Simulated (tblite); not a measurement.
**CH4AlBF2 (SMILES FB(F)[CH2][AlH2]) at GFN1-xTB**

Wanted: a geometry optimisation of CH4AlBF2. The job is set up through a Python script.

The calculation is run with tblite 0.8.0.

31 further runs of the same task are left out: 31 set aside as unsound or not needed.

## Step 1: Starting point

CH4AlBF2: 9 atoms, total charge 0, spin state singlet. As SMILES, `FB(F)[CH2][AlH2]`. The shape comes from GFN2-xTB, which is rough for such elements, and wasn't checked as a minimum. The run starts from this shape.

Bond lengths: F1–B2 1.326 Å, B2–F3 1.323 Å, B2–C4 1.549 Å, C4–Al5 2.012 Å, C4–H6 1.098 Å, C4–H7 1.097 Å, Al5–H8 1.545 Å, Al5–H9 1.545 Å. Some angles: F1–B2–F3 113.1°, F1–B2–C4 123.2°, F3–B2–C4 123.5°, B2–C4–Al5 108.4°, B2–C4–H6 111.0°, B2–C4–H7 111.3°, Al5–C4–H6 107.3°, Al5–C4–H7 109.8°, C4–Al5–H8 121.8°, C4–Al5–H9 120.7°.

## Step 2: A geometry optimisation at GFN1-xTB

File input.xyz:

```xyz
9

F      2.131740    -0.758830     0.465880
B      1.175740    -0.630560    -0.443360
F      1.082640    -1.675260    -1.250510
C      0.205460     0.575750    -0.489330
Al    -1.320030     0.212470     0.771620
H      0.700680     1.493510    -0.145570
H     -0.181210     0.738340    -1.502970
H     -2.534450    -0.647010     0.355140
H     -1.260570     0.691590     2.239100
```

File run.py:

```python
import json
import numpy as np
from tblite.interface import Calculator
from tblite.interface import symbols_to_numbers
from scipy.optimize import minimize

symbols = list(map(str, np.loadtxt("input.xyz", skiprows=2, usecols=0, dtype=str, ndmin=1)))
numbers = np.array(symbols_to_numbers(symbols))
positions = np.loadtxt("input.xyz", skiprows=2, usecols=(1, 2, 3), ndmin=2) / 0.52917721

calc = Calculator("GFN1-xTB", numbers, positions, charge=0, uhf=0)
calc.set("verbosity", 0)
calc.set("accuracy", 0.01)
last, frames, energies, grads = [None], [], [], []

def fun(x):
    calc.update(x.reshape(-1, 3))
    last[0] = calc.singlepoint(last[0])
    return float(last[0].get('energy')), last[0].get('gradient').ravel()

def show(x):
    e, g = fun(x)
    frames.append(x.reshape(-1, 3).tolist())
    energies.append(e)
    grads.append(g.reshape(-1, 3).tolist())
    print(f"{len(energies) - 1:4d} {e:16.9f} {np.abs(g).max():12.3e} {np.linalg.norm(g):12.3e}")

print("step      energy/Eh       max grad     grad norm")
show(positions.ravel())
opt = minimize(fun, positions.ravel(), jac=True, method="BFGS", callback=show, options={"gtol": 3e-05, "maxiter": 500})
print("converged:", opt.success, "-", opt.message)
fun(opt.x)
wfn = last[0]
final = opt.x.reshape(-1, 3)
print("final geometry (angstrom)")
for s, p in zip(symbols, final * 0.529177210903):
    print(f"{s:<2} {p[0]:12.6f} {p[1]:12.6f} {p[2]:12.6f}")
print(f"Energy: {wfn.get('energy'):.8f} Eh")
eps = np.atleast_2d(wfn.get("orbital-energies")) * 27.211386
occ = np.atleast_2d(wfn.get("orbital-occupations"))
filled = occ.sum(axis=0) if eps.shape[0] == 1 else occ[0]
homo = np.nonzero(filled > 0.5)[0].max()
print("  MO   occupation   energy/eV")
for i in range(max(0, homo - 4), min(eps.shape[1], homo + 5)):
    print(f"{i + 1:4d} {filled[i]:10.4f} {eps[0, i]:12.4f}")
mu = wfn.get("dipole") * 2.541746
print(f"dipole: {np.linalg.norm(mu):.4f} D, components " + " ".join(f"{c:.4f}" for c in mu))
q = wfn.get("charges")
print("Charges:", " ".join(f"{s}{i + 1}={c:+.4f}" for i, (s, c) in enumerate(zip(symbols, q))))
out = {k: np.asarray(wfn.get(k)).tolist() for k in ("energy", "gradient", "charges", "dipole", "orbital-energies", "orbital-occupations")}
out.update(symbols=symbols, positions=(positions * 0.529177210903).tolist(), final=final.tolist(), frames=frames, step_energies=energies, grads=grads, success=bool(opt.success))
json.dump(out, open("results.json", "w"))
```

On the command line:

```console
python run.py
```

What values should one expect? Wanted: total energy at the end; dipole moment; HOMO energy; LUMO energy; HOMO–LUMO gap.

**Answer.** As computed:

At GFN1-xTB:

| quantity | value |
| --- | --- |
| total energy at the end | -17.33202 Eh |
| dipole moment | 2.63 D |
| HOMO energy | -11.86 eV |
| LUMO energy | -6.32 eV |
| HOMO–LUMO gap | 5.54 eV |

In words: At the final geometry: Bond lengths: F1–B2 1.349 Å, B2–F3 1.349 Å, B2–C4 1.509 Å, C4–Al5 2.025 Å, C4–H6 1.092 Å, C4–H7 1.092 Å, Al5–H8 1.540 Å, Al5–H9 1.540 Å. Some angles: F1–B2–F3 113.0°, F1–B2–C4 122.7°, F3–B2–C4 122.8°, B2–C4–Al5 89.0°, B2–C4–H6 114.2°, B2–C4–H7 114.3°, Al5–C4–H6 113.8°, Al5–C4–H7 113.8°, C4–Al5–H8 119.4°, C4–Al5–H9 119.5°. The optimisation took 77 steps and changed the energy by -0.062 eV.
